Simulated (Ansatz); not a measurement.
ClHSSi, SMILES S[Si]Cl: the interaction energy of a dimer with the counterpoise correction, run with the Ansatz DFT code, driven from Python.

`dimer_clhssi.py`
```python
"""Interaction energy of two ClHSSi molecules, with the counterpoise correction."""

import ansatz as az

FIRST = [
    ("S", (-0.1785, 0.9707, -0.6072)),
    ("Si", (-0.1312, -0.8417, 0.4538)),
    ("Cl", (1.7672, -1.1133, 1.0776)),
    ("H", (-1.4576, 0.9844, -0.9243)),
]
SECOND = [
    ("S", (6.1441, -1.9483, 6.0053)),
    ("Si", (5.3257, -0.201, 5.1745)),
    ("Cl", (4.1832, -0.7671, 3.6121)),
    ("H", (6.8348, -1.4004, 6.9848)),
]

def energy(atoms, ghosts=()):
    molecule = az.Crystal.molecule()
    for symbol, xyz in atoms:
        molecule = molecule.atom(symbol, xyz)
    calc = (
        molecule.calculation()
        .basis(gaussian="def2-SVP")  # atom-centred Gaussian functions
        .functional("r2scan")
        .accuracy("medium")  # preset for grids and thresholds
    )
    deck = calc.input()
    if ghosts:
        deck = deck.set(az.key.basis.gaussian.ghost_atoms, [{"symbol": s, "position_ang": list(xyz)} for s, xyz in ghosts])
    return az.Session.from_dict(deck).plan().execute().report["free_energy_ev"]


def main() -> None:
    # monomers in their own basis and in the basis of the dimer
    both = energy(FIRST + SECOND)
    alone = energy(FIRST) + energy(SECOND)
    ghosted = energy(FIRST, SECOND) + energy(SECOND, FIRST)
    print(f"dimer {both:.6f} eV")
    print(f"interaction, uncorrected   {96.485332 * (both - alone):8.3f} kJ/mol")
    print(f"interaction, counterpoise  {96.485332 * (both - ghosted):8.3f} kJ/mol")
    print(f"basis-set superposition    {96.485332 * (alone - ghosted):8.3f} kJ/mol")


if __name__ == "__main__":
    main()
```

How large is the interaction at this pose, and how much of it is basis-set superposition?

Uncorrected it is -1.484 kJ/mol, with the counterpoise correction 0.342 kJ/mol; the difference, 1.83 kJ/mol, is the superposition error. The sign changes with the correction, so this basis doesn't settle it.

What the script printed:

`python dimer_clhssi.py` gives:
```text
dimer -62481.815308 eV
interaction, uncorrected     -1.484 kJ/mol
interaction, counterpoise     0.342 kJ/mol
basis-set superposition       1.826 kJ/mol
```

Reading the output:
- The settings weren't tested for convergence.
- The dimer is a generated trial pose of unrelaxed monomers, not a minimum, so the figure is no binding energy, and the basis set is small.
- This level lacks the dispersion part of the attraction (electrostatics and induction are there), which can decide the sign where the interaction is weak.
- Wall time of the script: 25 s on 1 thread of Arm Neoverse V1, with other jobs on the host, peak memory 0.24 GiB.

(Lines on the test bed's own set-up are left out of the output.)
